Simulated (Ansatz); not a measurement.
# C2H3AlCl3N: the cost of one run

Program: Ansatz 0.2.0, Gaussian basis. Level of theory: the settings change from run to run. These are calculated values, not measurements.

### 1 The geometry

The structure was relaxed beforehand with PBE0-D4 in a triple-zeta def2 set.

SMILES `CC#[N+][Al-]([Cl])([Cl])[Cl]`, 10 atoms, charge 0, spin multiplicity 1.

Atoms are counted from 1 here; the program's logs count them from 0.

Bond lengths: C1–C2 1.439 Å, C1–H8 1.091 Å, C1–H9 1.091 Å, C1–H10 1.091 Å, C2–N3 1.142 Å, N3–Al4 1.971 Å, Al4–Cl5 2.107 Å, Al4–Cl6 2.107 Å, Al4–Cl7 2.107 Å. Angles: C2–C1–H8 109.5°, C2–C1–H9 109.5°, C2–C1–H10 109.5°, H8–C1–H9 109.5°, H8–C1–H10 109.5°, H9–C1–H10 109.5°, C1–C2–N3 180.0°, C2–N3–Al4 179.9°, N3–Al4–Cl5 101.3°, N3–Al4–Cl6 101.3°, N3–Al4–Cl7 101.3°, Cl5–Al4–Cl6 116.2°, Cl5–Al4–Cl7 116.2°, Cl6–Al4–Cl7 116.2°.

### 2 LC-wPBE/aug-cc-pVTZ

Set apart from the defaults: high accuracy, the search for lower states set to off.

File in.yaml:

```yaml
crystal:
  periodic: [false, false, false]
  atoms:
    - {symbol: C, position_ang: [0.172711, -1.381508, 1.757079]}
    - {symbol: C, position_ang: [0.066303, -0.496303, 0.627738]}
    - {symbol: N, position_ang: [-0.018008, 0.206014, -0.268361]}
    - {symbol: Al, position_ang: [-0.161634, 1.418103, -1.816300]}
    - {symbol: Cl, position_ang: [1.868479, 1.809453, -2.224729]}
    - {symbol: Cl, position_ang: [-1.270422, 3.010571, -0.994225]}
    - {symbol: Cl, position_ang: [-1.173084, 0.197785, -3.205203]}
    - {symbol: H, position_ang: [0.020777, -2.410782, 1.427715]}
    - {symbol: H, position_ang: [1.164136, -1.284482, 2.202764]}
    - {symbol: H, position_ang: [-0.586059, -1.120151, 2.496622]}
basis:
  gaussian: {orbitals: aug-cc-pVTZ}
hamiltonian: {xc: {name: LC-wPBE}}
accuracy: high
scf: {lower_state_search: off}
output: {forces: true}
```

Run with:

```console
ansatz run in.yaml --threads 4 --pin off --events-out ev --progress --plain --max-ram 11315MiB
```

Q: Estimate wall time and peak memory on 4 threads of Arm Neoverse V2, shared host.

About 67 s, with a peak of 5.1 GiB.
